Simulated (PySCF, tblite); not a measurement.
**C5H8B radical: geometry, infrared bands and EPR parameters**

What infrared bands and EPR parameters should C5H8B radical (`B1[CH]CCC=C1`) show?

Computed with tblite 0.8.0 and PySCF 2.14.0, with density-fitted response routines of our own, on a single molecule in the gas phase. Atoms are numbered from 0 throughout.

## Step 1: Starting geometry

14 atoms, charge 0, multiplicity 2; geometry from: force field or distance geometry start.

Bonds of the start (Å): B0–C1 1.60, C1–C2 1.54, C2–C3 1.52, C3–C4 1.51, C4–C5 1.35, C5–B0 1.56, B0–H6 1.19, C1–H7 1.09, C2–H8 1.11, C2–H9 1.11, C3–H10 1.12, C3–H11 1.12, C4–H12 1.08, C5–H13 1.09.

## Step 2: Optimising the geometry with GFN2-xTB

Job settings and geometry (Å):

```
{"job": {"kind": "relax", "xc": "GFN2-xTB", "basis": "xTB"}, "charge": 0, "multiplicity": 2}
B      0.225400     1.619200    -0.273300
C     -1.234400     0.955200    -0.241600
C     -1.110000    -0.571400    -0.415900
C     -0.124200    -1.179100     0.568800
C      1.252200    -0.567000     0.473500
C      1.431200     0.724400     0.137900
H      0.343400     2.792500    -0.404400
H     -1.866200     1.393300    -1.019800
H     -2.115900    -1.024700    -0.262000
H     -0.801500    -0.798300    -1.455000
H     -0.502100    -1.042500     1.611300
H     -0.050400    -2.281800     0.391200
H      2.112100    -1.167200     0.738300
H      2.439900     1.146900     0.128900
```

Launch:

```console
$ OMP_NUM_THREADS=1 python probes_run.py task.json out
```

The driver reads the jobs from task.json and runs them one after another.

**Question.** This job is followed by: GFN2-xTB harmonic vibrations, gas phase; UKS B3LYP, pcH-1 on B C H, non-relativistic, mean-field spin-orbit, GIAO. What will the session give for the following? strongest single infrared mode (GFN2-xTB); zero-point energy (GFN2-xTB); g(iso) (B3LYP); ⟨S²⟩; largest a(iso) (averaged by class); potential on the surface of density 0.002 e/bohr³, 1st and 99th percentile.

As calculated:

| quantity | value |
| --- | --- |
| strongest single infrared mode (GFN2-xTB) | 2618 cm⁻¹, 216 km/mol |
| zero-point energy (GFN2-xTB) | 71.3 kcal/mol |
| g(iso) (B3LYP) | 2.00263 |
| ⟨S²⟩ | 0.757 (exact 0.75) |
| largest a(iso) (averaged by class) | 1H on H8, H9, 94.1 MHz |
| potential on the surface of density 0.002 e/bohr³, 1st and 99th percentile | -0.59 V and 0.79 V |

In words: Relaxing lowered the energy by 0.707 eV in 45 steps; the close pair that moved most is B0–C1, from 1.604 to 1.504 Å. All 36 modes are real, so the xTB geometry is a minimum. The strongest single mode, at 2618 cm⁻¹, moves mainly H6. GFN2-xTB is a fitted tight-binding method: band positions and strengths are rough. Its intensities can rank the bands wrongly. Most of the unpaired spin sits on C1 (0.79 e). The isotropic g lies 0.3 ppt above the free-electron value. The conformer search found further structures of the same energy, which may be mirror or relabelled copies of this one.
